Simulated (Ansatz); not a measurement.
# C2H7NOSi: the cost of one run

Method: UKS PBE0-D4/STO-3G, in Ansatz 0.2.0.

**1. The structure to begin with**

Bond lengths: N1–Si2 1.654 Å, Si2–O3 1.626 Å, Si2–C4 1.780 Å, C4–C5 1.500 Å, N1–H6 1.018 Å, N1–H7 1.065 Å, O3–H8 0.934 Å, C4–H9 1.123 Å, C4–H10 1.022 Å, C5–H11 1.087 Å, C5–H12 1.088 Å. Angles (14 of 16 angles, heavy atoms first): N1–Si2–O3 100.9°, N1–Si2–C4 121.0°, O3–Si2–C4 119.9°, Si2–C4–C5 89.5°, Si2–N1–H6 111.5°, Si2–N1–H7 107.3°, Si2–O3–H8 117.2°, Si2–C4–H9 110.8°, Si2–C4–H10 116.7°, C5–C4–H9 113.4°, C5–C4–H10 118.9°, C4–C5–H11 120.4°, C4–C5–H12 114.7°, H6–N1–H7 101.3°.

As a file:

```xyz
12

N    -1.4219   -0.2822    0.9094
Si    0.1403    0.2520    0.8172
O     0.9355   -1.0171    1.4493
C     0.7547    1.0417   -0.6555
C     0.4178   -0.1907   -1.4415
H    -1.7645   -0.2710    1.8680
H    -2.0380    0.4602    0.4581
H     0.7172   -1.8647    1.1221
H     0.1217    1.9298   -0.9251
H     1.7245    1.3643   -0.6338
H    -0.6188   -0.4576   -1.6297
H     1.1085   -1.0200   -1.3045
```

**2. Relaxing the start**

The input, input.yaml:

```yaml
crystal:
  periodic: [false, false, false]
  atoms:
    - { symbol: "N", position_ang: [-1.4219, -0.2822, 0.9094] }
    - { symbol: Si, position_ang: [0.1403, 0.252, 0.8172] }
    - { symbol: O, position_ang: [0.9355, -1.0171, 1.4493] }
    - { symbol: C, position_ang: [0.7547, 1.0417, -0.6555] }
    - { symbol: C, position_ang: [0.4178, -0.1907, -1.4415] }
    - { symbol: H, position_ang: [-1.7645, -0.271, 1.868] }
    - { symbol: H, position_ang: [-2.038, 0.4602, 0.4581] }
    - { symbol: H, position_ang: [0.7172, -1.8647, 1.1221] }
    - { symbol: H, position_ang: [0.1217, 1.9298, -0.9251] }
    - { symbol: H, position_ang: [1.7245, 1.3643, -0.6338] }
    - { symbol: H, position_ang: [-0.6188, -0.4576, -1.6297] }
    - { symbol: H, position_ang: [1.1085, -1.02, -1.3045] }
magnetization:
  spin_polarized: true
basis:
  gaussian: { orbitals: STO-3G }
hamiltonian:
  xc: pbe0
  dispersion: d4
relax:
  f_tol: 0.02
  max_steps: 40
output:
  orbitals: {}
```

The run is started by

```console
ansatz run input.yaml --threads 1 --pin off --max-ram 2048MiB --backend cpu --events-out ev --progress --plain --runs-dir out
```

**Question.** How long does this run take on 1 thread of Arm Neoverse V2, shared host, and how much memory does it need?

About 56 s, with a peak of 0.17 GiB.
